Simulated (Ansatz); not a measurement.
**C6H15F3GaP: a ladder of functionals and wavefunction methods**

The task here is to estimate one member of a computed series from the others.

The runs use Ansatz 0.2.0, Gaussian basis; functionals in def2-TZVPP, the program's frozen cores in correlated methods.

Plan: LDA (SPW92), PBE-D4, revPBE-D4, BLYP-D4, r2SCAN-D4, B97M-V, PBE0-D4, B3LYP-D4, r2SCANh-D4, r2SCAN0-D4, HSE06-D4, BHLYP-D4, CAM-B3LYP-D4, LC-ωPBE, ωB97X-V, ωB97M-V, B2PLYP, PBE-QIDH; CCSD(T)/def2-SVP; CCSD(T)/def2-TZVPP; MP2/def2-QZVPP; extrapolation to the limit; RPA on PBE.

## The relaxed structure

All runs share one geometry, relaxed beforehand with PBE0-D4 in a triple-zeta def2 set.

SMILES `CC[P+](CC)(CC)[Ga-]([F])([F])[F]`, 26 atoms, charge 0, spin multiplicity 1.

Atoms are counted from 1 here; the program's logs count them from 0.

Bond lengths: C1–C2 1.523 Å, C1–H12 1.092 Å, C1–H13 1.091 Å, C1–H14 1.092 Å, C2–P3 1.819 Å, C2–H15 1.093 Å, C2–H16 1.095 Å, P3–C4 1.819 Å, P3–C6 1.819 Å, P3–Ga8 2.401 Å, C4–C5 1.523 Å, C4–H17 1.093 Å, C4–H18 1.095 Å, C5–H19 1.092 Å, C5–H20 1.092 Å, C5–H21 1.091 Å, C6–C7 1.523 Å, C6–H22 1.095 Å and more. Angles: C2–C1–H12 111.9°, C2–C1–H13 109.9°, C2–C1–H14 110.7°, H12–C1–H13 107.4°, H12–C1–H14 108.6°, H13–C1–H14 108.1°, C1–C2–P3 113.1°, C1–C2–H15 110.0°, C1–C2–H16 111.8°, P3–C2–H15 106.3°, P3–C2–H16 108.0°, H15–C2–H16 107.3°, C2–P3–C4 106.8°, C2–P3–C6 106.8°, C2–P3–Ga8 112.0°, C4–P3–C6 106.8°, C4–P3–Ga8 112.0°, C6–P3–Ga8 112.0° and more.

Set-up of the first run:

File in.yaml:

```yaml
crystal:
  periodic: [false, false, false]
  atoms:
    - {symbol: C, position_ang: [1.350165, 2.348075, 0.701525]}
    - {symbol: C, position_ang: [0.593366, 1.169085, 1.298060]}
    - {symbol: P, position_ang: [-0.047123, 0.021063, 0.040250]}
    - {symbol: C, position_ang: [-1.363325, 0.902696, -0.854459]}
    - {symbol: C, position_ang: [-1.963255, 0.087131, -1.991792]}
    - {symbol: C, position_ang: [-0.844920, -1.347738, 0.934657]}
    - {symbol: C, position_ang: [0.143764, -2.224549, 1.691150]}
    - {symbol: Ga, position_ang: [1.681212, -0.753980, -1.435087]}
    - {symbol: F, position_ang: [1.240348, -0.092211, -3.018533]}
    - {symbol: F, position_ang: [1.584265, -2.520697, -1.340540]}
    - {symbol: F, position_ang: [3.174086, -0.077548, -0.761813]}
    - {symbol: H, position_ang: [0.713178, 2.958605, 0.058558]}
    - {symbol: H, position_ang: [1.723111, 2.992632, 1.499458]}
    - {symbol: H, position_ang: [2.205434, 2.002607, 0.117951]}
    - {symbol: H, position_ang: [1.258559, 0.582786, 1.937651]}
    - {symbol: H, position_ang: [-0.249164, 1.496473, 1.916704]}
    - {symbol: H, position_ang: [-0.907648, 1.815101, -1.248396]}
    - {symbol: H, position_ang: [-2.122670, 1.205689, -0.125518]}
    - {symbol: H, position_ang: [-1.197851, -0.175467, -2.724311]}
    - {symbol: H, position_ang: [-2.431527, -0.831261, -1.632401]}
    - {symbol: H, position_ang: [-2.733324, 0.669365, -2.500941]}
    - {symbol: H, position_ang: [-1.602631, -0.920186, 1.600114]}
    - {symbol: H, position_ang: [-1.370346, -1.940753, 0.181284]}
    - {symbol: H, position_ang: [-0.386995, -3.034926, 2.193965]}
    - {symbol: H, position_ang: [0.868813, -2.668438, 1.006566]}
    - {symbol: H, position_ang: [0.684466, -1.663545, 2.455879]}
basis:
  gaussian: {orbitals: def2-TZVPP}
hamiltonian: {xc: lda}
output: {orbitals: {seedname: orbitals}}
```

On the command line:

```sh
> ansatz run in.yaml --threads 11 --pin off --events-out ev --progress --plain --max-ram 174080MiB --backend cuda --devices 0, --max-vram 75GiB
```

Steps of the session up to this table: LDA; PBE-D4 (GGA); revPBE-D4 (GGA); BLYP-D4 (GGA); r2SCAN-D4 (meta-GGA); B97M-V (meta-GGA); B3LYP-D4 (hybrid); r2SCANh-D4 (hybrid); r2SCAN0-D4 (hybrid); HSE06-D4 (hybrid); BHLYP-D4 (hybrid); CAM-B3LYP-D4 (range-separated); LC-ωPBE (range-separated); ωB97X-V (range-separated); ωB97M-V (range-separated); B2PLYP (double hybrid); PBE-QIDH (double hybrid).

One of the session's tables, all rows but one given; the rest of the session is left out.

It belongs to the step «Orbital energies across the functionals». 

| functional | HOMO (eV) | gap (eV) |
| --- | --- | --- |
| LDA (SPW92) | -7.16 | 6.05 |
| PBE-D4 | -6.99 | 6.15 |
| revPBE-D4 | -6.92 | 6.21 |
| BLYP-D4 | -6.91 | 6.21 |
| r2SCAN-D4 | -7.31 | 6.71 |
| B97M-V | -7.40 | 6.67 |
| PBE0-D4 | -8.39 | 8.42 |
| B3LYP-D4 | -8.20 | 8.01 |
| r2SCANh-D4 | -7.83 | 7.54 |
| r2SCAN0-D4 | -8.60 | 8.76 |
| HSE06-D4 | -7.99 | 7.64 |
| BHLYP-D4 | -9.69 | 10.61 |
| CAM-B3LYP-D4 | -9.76 | 10.80 |
| LC-ωPBE | -10.98 | 13.23 |
| ωB97X-V | -10.69 | 12.74 |
| ωB97M-V | ? | ? |

Q: Estimate the row for ωB97M-V from the others.

As computed: HOMO (eV): -10.55; gap (eV): 12.31. In the column «HOMO (eV)» it lies between ωB97X-V (-10.69) and CAM-B3LYP-D4 (-9.76).
